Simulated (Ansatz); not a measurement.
# WC: the cost of one run

Method: DFT PBEsol, plane waves, PAW, scalar-relativistic, no spin polarisation, in Ansatz 0.2.0.

### 1 The starting structure

The cell holds 16 atoms (C8W8): a = 6.076 Å, b = 5.262 Å, c = 5.930 Å, α = 90.00°, β = 90.00°, γ = 90.00°.

As a file:

```xyz
16
Lattice="-3.0378 -5.2616 0.0000 4.5567 -2.6308 0.0000 0.0000 0.0000 5.9303" Properties=species:S:1:pos:R:3 pbc="T T T"
W     0.0000   -5.2616    0.0000
C     1.5189   -4.3847    1.4826
W     0.0000   -5.2616    2.9652
C     1.5189   -4.3847    4.4478
W    -1.5189   -2.6308    0.0000
C     0.0000   -1.7539    1.4826
W    -1.5189   -2.6308    2.9652
C     0.0000   -1.7539    4.4478
W     1.5189   -2.6308    0.0000
C     3.0378   -1.7539    1.4826
W     1.5189   -2.6308    2.9652
C     3.0378   -1.7539    4.4478
W     0.0000    0.0000    0.0000
C    -1.5189   -4.3847    1.4826
W     0.0000    0.0000    2.9652
C    -1.5189   -4.3847    4.4478
```

### 2 Run 1

190 steps of 0.75 fs under a Langevin thermostat at 2800 K.

Input file input.yaml:

```yaml
crystal:
  lattice:
    - [-3.037776, -5.261582, 0.0]
    - [4.556664, -2.630791, 0.0]
    - [0.0, 0.0, 5.930342]
  atoms:
    - { symbol: W, position: [0.75, 0.5, 0.0] }
    - { symbol: C, position: [0.5, 0.6666667, 0.25] }
    - { symbol: W, position: [0.75, 0.5, 0.5] }
    - { symbol: C, position: [0.5, 0.6666667, 0.75] }
    - { symbol: W, position: [0.5, 0.0, 0.0] }
    - { symbol: C, position: [0.25, 0.1666667, 0.25] }
    - { symbol: W, position: [0.5, 0.0, 0.5] }
    - { symbol: C, position: [0.25, 0.1666667, 0.75] }
    - { symbol: W, position: [0.25, 0.5, 0.0] }
    - { symbol: C, position: [0.0, 0.6666667, 0.25] }
    - { symbol: W, position: [0.25, 0.5, 0.5] }
    - { symbol: C, position: [0.0, 0.6666667, 0.75] }
    - { symbol: W, position: [0.0, 0.0, 0.0] }
    - { symbol: C, position: [0.75, 0.1666667, 0.25] }
    - { symbol: W, position: [0.0, 0.0, 0.5] }
    - { symbol: C, position: [0.75, 0.1666667, 0.75] }
basis:
  ecutwfc: 420.0
kpoints:
  mp_grid: { grid: [2, 2, 2] }
hamiltonian:
  xc: pbesol
  pseudopotentials: { kind: paw, azcp: { folder: soft_1 } }
scf:
  occupations: { method: fermi_dirac, width: 0.24 }
  lower_state_search: "off"
md:
  timestep: 0.75
  n_steps: 190
  ensemble: nvt_langevin
  temperature: 2800.0
  initial_velocities: maxwell_boltzmann
  seed: 595515
  friction: 0.02
```

Command:

```
ansatz run input.yaml --threads 1 --pin off --max-ram 3072MiB --backend cpu --events-out ev --progress --plain --runs-dir out
```

What time and memory should one allow on 1 thread of Arm Neoverse V1, shared host?

About 21 min, with a peak of 0.61 GiB.
